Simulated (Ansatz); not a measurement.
# AlBBrH3 (SMILES [BH2][AlH][Br]): functionals against CCSD(T) at one geometry

The task here is to estimate one member of a computed series from the others.

Method: single points in def2-TZVPP; program: Ansatz 0.2.0, Gaussian basis.

Correlated methods freeze the cores. Filled d shells of the heavier atoms are correlated. B3LYP uses VWN-RPA correlation.

## Where the work starts

SMILES `[BH2][AlH][Br]`, 6 atoms, charge 0, spin multiplicity 1.

Atoms are counted from 1 here; the program's logs count them from 0.

Bond lengths: B1–Al2 2.072 Å, B1–H4 1.256 Å, B1–H5 1.106 Å, Al2–Br3 2.235 Å, Al2–H6 1.593 Å. Angles: Al2–B1–H4 114.8°, Al2–B1–H5 123.8°, H4–B1–H5 121.2°, B1–Al2–Br3 130.3°, B1–Al2–H6 124.7°, Br3–Al2–H6 105.0°.

Geometry (Å):

```xyz
6
AlBBrH3
B    -0.73770    0.37600   -0.93370
Al    0.52850   -0.08490    0.64050
Br    1.21970   -2.06730    1.40670
H    -1.24640   -0.61810   -1.50890
H    -1.02710    1.40780   -1.20810
H     1.29280    0.99020    1.53360
```

Set-up of the first run:

File run/in.yaml:

```yaml
crystal:
  periodic: [false, false, false]
  atoms:
    - {symbol: B, position_ang: [-0.737700, 0.376000, -0.933700]}
    - {symbol: Al, position_ang: [0.528500, -0.084900, 0.640500]}
    - {symbol: Br, position_ang: [1.219700, -2.067300, 1.406700]}
    - {symbol: H, position_ang: [-1.246400, -0.618100, -1.508900]}
    - {symbol: H, position_ang: [-1.027100, 1.407800, -1.208100]}
    - {symbol: H, position_ang: [1.292800, 0.990200, 1.533600]}
basis:
  gaussian: {orbitals: def2-TZVPP}
correlation: {method: ccsd_t}
output: {forces: true}
```

Launch:

```console
> ansatz run in.yaml --threads 4 --pin off --events-out ev --progress --plain --max-ram 5222MiB
```

Among the steps run: CCSD(T)/def2-TZVPP; PBE0-D4/def2-TZVPP; wB97M-V/def2-TZVPP; r2SCAN-D4/def2-TZVPP; PBE-D4/def2-TZVPP; B3LYP-D4/def2-TZVPP; wB97X-V/def2-TZVPP.

One table of the session follows, with a row left open; its other results are not shown here.

```
   method  RMS force component (eV/Å)  angle to CCSD(T) forces (°)  dipole (D)
  CCSD(T)                       1.159                    reference        2.02
  PBE0-D4                       1.158                          1.9        2.06
  wB97M-V                           ?                            ?           ?
r2SCAN-D4                       1.148                          1.3        2.01
   PBE-D4                       1.155                          5.2        1.89
 B3LYP-D4                       1.140                          2.9        2.04
  wB97X-V                       1.172                          1.5        2.15
```

**Question.** Estimate the row for wB97M-V.

The run gave: RMS force component (eV/Å): 1.135; angle to CCSD(T) forces (°): 3.0; dipole (D): 2.11. In the column «RMS force component (eV/Å)» it is the lowest.

To keep in mind: CCSD(T) in triple zeta still lacks some correlation energy of the bonds, so part of these gaps is its own basis error and they don't rank the functionals.
